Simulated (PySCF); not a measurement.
# GaAs+: from the state search to spectroscopic constants

Aim: find the lowest electronic state of GaAs+, scan its bond at several levels of theory, and get bond length, wavenumber and dissociation energy from each curve.

Computed with PySCF 2.14.0. Level: Ga def2-TZVPPD, As def2-TZVPPD, no relativity.

## (1) The job

The job is set up so:

```json
{"atoms": "Ga, As", "charge": "1", "basis": "Ga def2-TZVPPD, As def2-TZVPPD", "Hamiltonian": "no relativity", "basis functions": "108", "electrons treated": "63", "masses in u": "68.9256, 74.9216", "levels": "PBE0, PBE, r²SCAN, M06, revPBE, B3LYP, r²SCAN0, B97-3, LC-ωPBE, HF, MP2, SCS-MP2, CCSD, CCSD(T)", "grid": "80 radial by 434 angular points", "occupations": "held fixed by the projection of orbital angular momentum", "dissociation limit": "Ga+ + As, each in its ground configuration", "starting distance in angstrom": "2.480", "values of 2S to try": "1, 3"}
```

The run is started by

```sh
$ OMP_NUM_THREADS=2 python dia.py task.json out
```

The runs that follow: First curve: PBE0; Other states along the same grid; PBE (GGA); r²SCAN; M06 (hybrid meta-GGA); revPBE; B3LYP (global hybrid GGA); r²SCAN0 (hybrid meta-GGA); B97-3 (global hybrid GGA); LC-ωPBE; UHF; Adding correlation.

**Question.** What will these runs give? Wanted: for each run, Re; ωe; De; μ.

**Answer**, as computed:

Lowest PBE0 solution found, without spin–orbit coupling: ⁴Σ⁻ (quartet), unpaired electrons σ ↑, π ↑↑. State 2 has its PBE0 minimum 0.47 eV higher, as a spin-mixed determinant (⟨S²⟩ = 1.77), so this is no gap between pure states. State 3 has its PBE0 minimum 0.57 eV higher, as a spin-mixed determinant (⟨S²⟩ = 1.77), so this is no gap between pure states. The other levels ran on the lowest alone.

| level | Re (Å) | ωe (cm⁻¹) | De (eV) | μ (D) |
| --- | --- | --- | --- | --- |
| UHF | 3.137 | 65.6 | 0.232 | -4.46 |
| UHF-MP2 | 2.778 | 104.3 | 0.474 | n/a |
| UHF-SCS-MP2 | 2.842 | 93.6 | 0.407 | n/a |
| UHF-CCSD | 2.811 | 102.0 | 0.438 | n/a |
| UHF-CCSD(T) | 2.764 | 111.2 | 0.492 | n/a |
| PBE | 2.697 | 130.4 | 0.81 | -2.25 |
| revPBE | 2.742 | 119.3 | 0.69 | -2.40 |
| r²SCAN | 2.642 | 135.9 | 0.78 | -2.29 |
| B3LYP | 2.769 | 113.6 | 0.64 | -2.59 |
| PBE0 | 2.704 | 125.7 | 0.69 | -2.49 |
| r²SCAN0 | 2.671 | 128.4 | 0.69 | -2.50 |
| B97-3 | 2.784 | 110.9 | 0.59 | -2.79 |
| M06 | 2.789 | 118.8 | 0.68 | -2.69 |
| LC-ωPBE | 2.706 | 118.3 | 0.56 | -2.66 |

De is counted to Ga+ + As in their ground configurations. A positive dipole points from Ga to As; in an ion it is taken about the centre of mass and does not tell which atom is negative.

Differences from CCSD(T) in the same basis:

| level | Re (mÅ) | ωe (%) |
| --- | --- | --- |
| UHF | +373 | -41.0 |
| UHF-MP2 | +15 | -6.2 |
| UHF-SCS-MP2 | +78 | -15.8 |
| UHF-CCSD | +47 | -8.3 |
| PBE | -67 | +17.3 |
| revPBE | -22 | +7.3 |
| r²SCAN | -121 | +22.2 |
| B3LYP | +5 | +2.2 |
| PBE0 | -60 | +13.1 |
| r²SCAN0 | -92 | +15.5 |
| B97-3 | +21 | -0.3 |
| M06 | +26 | +6.8 |
| LC-ωPBE | -58 | +6.4 |

In words: Against CCSD(T) in the same basis, the bond length is nearest at B3LYP (+5 mÅ) and farthest at UHF (+373 mÅ); the wavenumber is nearest at B97-3 (-0.3 %) and farthest at UHF (-41.0 %). Among the levels with a De in the table, it runs from 0.232 eV (UHF) to 0.81 eV (PBE).

Correlated steps freeze 18 core orbitals.
